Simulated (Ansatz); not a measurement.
**C₂H₂AlNO: one species, many methods**

One table from this session's results is given with a row withheld; the runs are named, their logs left out.

Computed with Ansatz 0.2.0, Gaussian basis. Level: functionals in def2-TZVPP, the program's frozen cores in correlated methods.

Plan: LDA (SPW92), PBE-D4, revPBE-D4, BLYP-D4, r2SCAN-D4, B97M-V, PBE0-D4, B3LYP-D4, r2SCANh-D4, r2SCAN0-D4, HSE06-D4, BHLYP-D4, CAM-B3LYP-D4, LC-ωPBE, ωB97X-V, ωB97M-V, B2PLYP, PBE-QIDH; CCSD(T)/def2-SVP; CCSD(T)/def2-TZVPP; MP2/def2-QZVPP; extrapolation to the limit; RPA on PBE.

### The relaxed structure

All runs share one geometry, relaxed beforehand with PBE0-D4 in a triple-zeta def2 set.

SMILES `O=C[C]1=[N][AlH]1`, 7 atoms, charge 0, spin multiplicity 1.

Atoms are counted from 1 here; the program's logs count them from 0.

Bond lengths: O1–C2 1.198 Å, C2–C3 1.497 Å, C2–H6 1.112 Å, C3–N4 1.297 Å, C3–Al5 1.833 Å, N4–Al5 1.841 Å, Al5–H7 1.560 Å. Angles: O1–C2–C3 124.3°, O1–C2–H6 122.7°, C3–C2–H6 112.9°, C2–C3–N4 123.0°, C2–C3–Al5 167.3°, N4–C3–Al5 69.7°, C3–N4–Al5 69.0°, C3–Al5–N4 41.3°, C3–Al5–H7 173.0°, N4–Al5–H7 145.7°.

Geometry (Å):

```xyz
7
charge 0, multiplicity 1
O    -0.8892   -1.5138    1.6268
C    -0.0025   -0.7753    1.3053
C     0.0340   -0.0091    0.0199
N     1.0077    0.7847   -0.3011
Al   -0.2756    0.7465   -1.6211
H     0.8883   -0.5905    1.9453
H    -0.7014    1.2896   -3.0207
```

The first run:

in.yaml reads:

```yaml
crystal:
  periodic: [false, false, false]
  atoms:
    - {symbol: O, position_ang: [-0.889182, -1.513838, 1.626763]}
    - {symbol: C, position_ang: [-0.002469, -0.775300, 1.305255]}
    - {symbol: C, position_ang: [0.033953, -0.009123, 0.019942]}
    - {symbol: N, position_ang: [1.007675, 0.784665, -0.301129]}
    - {symbol: Al, position_ang: [-0.275649, 0.746478, -1.621129]}
    - {symbol: H, position_ang: [0.888310, -0.590473, 1.945264]}
    - {symbol: H, position_ang: [-0.701438, 1.289590, -3.020666]}
basis:
  gaussian: {orbitals: def2-TZVPP}
hamiltonian: {xc: lda}
output: {orbitals: {seedname: orbitals}}
```

On the command line:

```
> ansatz run in.yaml --threads 2 --pin off --events-out ev --progress --plain --max-ram 4352MiB
```

Steps of the session up to this table: LDA; PBE-D4 (GGA); revPBE-D4 (GGA); BLYP-D4 (GGA); r2SCAN-D4 (meta-GGA); B97M-V (meta-GGA); PBE0-D4 (hybrid); B3LYP-D4 (hybrid); r2SCANh-D4 (hybrid); r2SCAN0-D4 (hybrid); HSE06-D4 (hybrid); BHLYP-D4 (hybrid); CAM-B3LYP-D4 (range-separated); LC-ωPBE (range-separated); ωB97X-V (range-separated); ωB97M-V (range-separated); B2PLYP (double hybrid); PBE-QIDH (double hybrid).

One of the session's tables, all rows but one given; the rest of the session is left out.

It belongs to the step «Orbital energies across the functionals». 

| functional | HOMO (eV) | LUMO (eV) | gap (eV) |
| --- | --- | --- | --- |
| LDA (SPW92) | -5.11 | -3.67 | 1.44 |
| PBE-D4 | -4.93 | -3.38 | 1.55 |
| revPBE-D4 | -4.86 | -3.28 | 1.58 |
| BLYP-D4 | ? | ? | ? |
| r2SCAN-D4 | -5.10 | -3.20 | 1.90 |
| B97M-V | -5.18 | -3.01 | 2.16 |
| PBE0-D4 | -6.09 | -2.22 | 3.88 |
| B3LYP-D4 | -5.92 | -2.45 | 3.47 |
| r2SCANh-D4 | -5.55 | -2.76 | 2.78 |
| r2SCAN0-D4 | -6.22 | -2.12 | 4.10 |
| HSE06-D4 | -5.70 | -2.60 | 3.09 |
| BHLYP-D4 | -7.24 | -1.02 | 6.21 |
| CAM-B3LYP-D4 | -7.44 | -1.00 | 6.43 |
| LC-ωPBE | -8.68 | 0.19 | 8.87 |
| ωB97X-V | -8.36 | 0.10 | 8.47 |
| ωB97M-V | -8.26 | -0.09 | 8.17 |

Q: Estimate the row for BLYP-D4 from the others.

Worked estimate for «HOMO (eV)». Against the share of exact exchange, B3LYP-D4 (0.2, -5.92), BHLYP-D4 (0.5, -7.24) give a slope of -4.40 per unit share; at 0 the line stands at -5.04.

The run gave: HOMO (eV): -4.83; LUMO (eV): -3.21; gap (eV): 1.62. In «HOMO (eV)» the line misses by -0.21.
